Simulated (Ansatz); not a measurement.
# B3LYP/aug-cc-pVDZ run of CH2AlN (SMILES N#[C][AlH2])

Aim: the electronic atomisation energy of CH2AlN at B3LYP/aug-cc-pVDZ, from 5 runs. 

The calculation is run with Ansatz 0.2.0.

69 further runs of the same task are left out: 69 set aside as unsound or not needed.

### 1 The structure to begin with

CH2AlN: 5 atoms, total charge 0, spin state singlet. As SMILES, `N#[C][AlH2]`. The shape is that of a PBE0-D4/def2-TZVP optimisation.

Bond lengths: N1–C2 1.154 Å, C2–Al3 1.938 Å, Al3–H4 1.573 Å, Al3–H5 1.572 Å. Angles: N1–C2–Al3 180.0°, C2–Al3–H4 117.0°, C2–Al3–H5 117.0°, H4–Al3–H5 126.1°.

### 2 A single-point energy at B3LYP/aug-cc-pVDZ

Contents of in.yaml:

```yaml
crystal:
  periodic: [false, false, false]
  atoms:
    - {symbol: N, position_ang: [1.382300, -1.346000, 1.394200]}
    - {symbol: C, position_ang: [0.714200, -0.698000, 0.711800]}
    - {symbol: Al, position_ang: [-0.407200, 0.390000, -0.434600]}
    - {symbol: H, position_ang: [-1.629700, -0.322900, -1.120200]}
    - {symbol: H, position_ang: [-0.009700, 1.903200, -0.592600]}
basis:
  gaussian:
    orbitals: aug-cc-pVDZ
hamiltonian:
  xc: {name: B3LYP}
accuracy: high
output: {orbitals: {seedname: orbitals}}
```

Launch:

```console
ansatz run in.yaml --threads 1 --pin off --max-ram 3480MiB --events-out events.jsonl --progress --plain --runs-dir runs
```

Output:

```text
Warning: RAYON_NUM_THREADS=1 ignored (pool sized by the plan → 1); use --threads N
Functional definition: B3LYP
  name "B3LYP"
  parameter a0 = 0.2
  parameter ax = 0.72
  parameter ac = 0.81
  exchange = (1 - a0 - ax)*slater_x + ax*b88_x + a0*exact_x
  correlation = (1 - ac)*vwn_rpa_c + ac*lyp_c
1733 factors; integrals over basis functions are off by at most 3.3e-9 eV
mean field evaluation 1: about -9152.0157 eV, gradient 4.2e1 eV
mean field evaluation 2: about -9142.1215 eV, gradient 7.3e1 eV
mean field evaluation 4: about -9156.4994 eV, gradient 5.7e0 eV
mean field evaluation 8: about -9156.5753 eV, gradient 1.7e-2 eV
mean field evaluation 16: about -9156.5753 eV, gradient 2.1e-7 eV
mean field -9156.57530582 eV, -336.4979359391 hartree, gradient 2.8e-8 eV, S^2 0.000000; 0 other end points of the search recorded, 0 dependent functions left out
reference -9156.57536269 eV, -336.4979380291 hartree; 14, 14 occupied and 77, 77 virtual orbitals, 1733 factors
Total energy: -9156.57536269 eV, -336.4979380291 hartree
```

It took 5.1 s on 1 thread of Arm Neoverse V2, shared host; peak memory 0.24 GiB.

### 3 The Al atom, same level

Contents of input.yaml:

```yaml
crystal:
  periodic: [false, false, false]
  atoms:
    - {symbol: Al, position_ang: [0.000000, 0.000000, 0.000000]}
basis:
  gaussian:
    orbitals: aug-cc-pVDZ
hamiltonian:
  xc: {name: B3LYP}
accuracy: high
magnetization:
  spin_polarized: true
  initial_magnetization: 1
```

Run the same way, it converges to -242.38346 Eh (log not shown).

### 4 The C atom at the same level

Contents of in.yaml:

```yaml
crystal:
  periodic: [false, false, false]
  atoms:
    - symbol: C
      position_ang: [0.000000, 0.000000, 0.000000]
basis:
  gaussian:
    orbitals: aug-cc-pVDZ
magnetization:
  spin_polarized: true
  initial_magnetization: 2
hamiltonian:
  xc: {name: B3LYP}
accuracy: high
```

Run the same way, it converges to -37.85420 Eh (log not shown).

### 5 The H atom at the same level

Contents of in.yaml:

```yaml
crystal:
  periodic: [false, false, false]
  atoms:
    - {symbol: H, position_ang: [0.000000, 0.000000, 0.000000]}
basis:
  gaussian: {orbitals: aug-cc-pVDZ}
hamiltonian: {xc: {name: B3LYP}}
magnetization: {spin_polarized: true, initial_magnetization: 1}
accuracy: high
```

Run the same way, it converges to -0.50166 Eh (log not shown).

### 6 The N atom, same level

Contents of molecule.yaml:

```yaml
crystal:
  periodic: [false, false, false]
  atoms:
    - {symbol: "N", position_ang: [0.000000, 0.000000, 0.000000]}
basis:
  gaussian:
    orbitals: aug-cc-pVDZ
magnetization:
  spin_polarized: true
  initial_magnetization: 3
hamiltonian:
  xc: {name: B3LYP}
accuracy: high
```

Run the same way, it converges to -54.59384 Eh (log not shown).

### 7 What came out

Level: B3LYP/aug-cc-pVDZ.

```
                     quantity          value
       molecule: total energy  -336.49794 Eh
        molecule: HOMO energy       -9.04 eV
        molecule: LUMO energy       -2.85 eV
      molecule: HOMO–LUMO gap        6.19 eV
        Al atom: total energy  -242.38346 Eh
                Al atom: ⟨S²⟩          0.754
         C atom: total energy   -37.85420 Eh
                 C atom: ⟨S²⟩          2.004
         H atom: total energy    -0.50166 Eh
                 H atom: ⟨S²⟩          0.750
         N atom: total energy   -54.59384 Eh
                 N atom: ⟨S²⟩          3.753
electronic atomisation energy      18.045 eV
```

Taking the molecule apart into free atoms costs 18.04 eV (1741 kJ/mol), before zero-point energy and without spin-orbit coupling.
